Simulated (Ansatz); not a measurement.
# BGeC (sextet): from Hartree-Fock to the top rungs, cc-pVDZ

The task here is to estimate one member of a computed series from the others.

Program: Ansatz 0.2.0, Gaussian basis. Level of theory: cc-pVDZ, core rule «outside noble gas», up to 16 orbitals frozen. These are calculated values, not measurements.

To be run: UHF; CCSD(T) on ROHF; CCSD(T) on UHF; BCCD(T) on ROHF; CISD as a restricted active space (open shells left free, so some higher excitations enter); CCSDT(Q) on ROHF; CCSDT(Q) on UHF; CASSCF and MRCISD+Q, 11 electrons in 11 orbitals; CASSCF and NEVPT2, 11 electrons in 11 orbitals.

26 further runs of the same task are left out: 15 that didn't finish, 11 set aside as unsound or not needed. Runs told in other sessions of the task aren't counted.

## What is computed

The geometry is a PBE0/def2-TZVP stationary point (not a proven minimum) of the parent state, kept for this charge and spin. No spin-orbit coupling is included. The filled d shell of Ge may be among the frozen orbitals whatever the setting's name suggests.

3 atoms, charge 0, spin multiplicity 6.

Atoms are counted from 1 here; the program's logs count them from 0.

Bond lengths: C1–B2 1.404 Å, B2–Ge3 2.019 Å. Angles: C1–B2–Ge3 180.0°.

Set-up of the first run:

in.yaml

```yaml
crystal:
  periodic: [false, false, false]
  atoms:
    - {symbol: C, position_ang: [0.000000, 0.000000, -1.609400]}
    - {symbol: B, position_ang: [0.000000, 0.000000, -0.204900]}
    - {symbol: Ge, position_ang: [0.000000, 0.000000, 1.814300]}
basis:
  gaussian: {orbitals: cc-pVDZ}
magnetization: {spin_polarized: true, initial_magnetization: 5}
hamiltonian: {xc: hf}
output: {orbitals: {seedname: orbitals}}
```

Command:

```sh
$ ansatz run in.yaml --threads 1 --pin off --events-out ev --progress --plain --max-ram 2393MiB
```

Steps of the session up to this table: UHF; CCSD(T) on ROHF; CCSD(T) on UHF; BCCD(T) on ROHF; CISD as a restricted active space (open shells left free, so some higher excitations enter); CCSDT(Q) on ROHF; CCSDT(Q) on UHF; CASSCF and MRCISD+Q, 11 electrons in 11 orbitals; CASSCF and NEVPT2, 11 electrons in 11 orbitals.

One table of the session follows, with a row left open; its other results are not shown here.

```
           method  from RCCSDT(Q) (meV)
             RMP2               +1354.3
             UMP2               +1434.5
             CISD                +864.6
            RCCSD                +494.7
            UCCSD                +477.4
         RCCSD(T)                +103.2
         UCCSD(T)                 +94.3
          BCCD(T)                +129.6
           RCCSDT                 +39.8
           UCCSDT                 +29.0
        RCCSDT(Q)                     0
        UCCSDT(Q)                 -11.9
  CASSCF frontier               +4528.7
  NEVPT2 frontier               +1072.8
  MRCISD frontier                +430.1
MRCISD+Q frontier                     ?
```

Q: Estimate the row for MRCISD+Q frontier from the others.

**Answer.** from RCCSDT(Q) (meV): +89.4. In the column «from RCCSDT(Q) (meV)» it lies between RCCSDT (+39.8) and UCCSD(T) (+94.3).

Left out of the table: ROHF, UHF (another determinant or state than the rows shown).

To keep in mind: The report flags that the cluster equations may have other roots. The program flags RCCSD(T), UCCSD(T), BCCD(T), RCCSDT(Q), UCCSDT(Q) as in doubt, so the zero of the table is itself unsure. Warnings: coupled cluster took another determinant than the lowest. Restricted and unrestricted rows rest on different reference determinants; a gap between their highest levels can come from leftover correlation error, from unlike frozen cores or from another state.
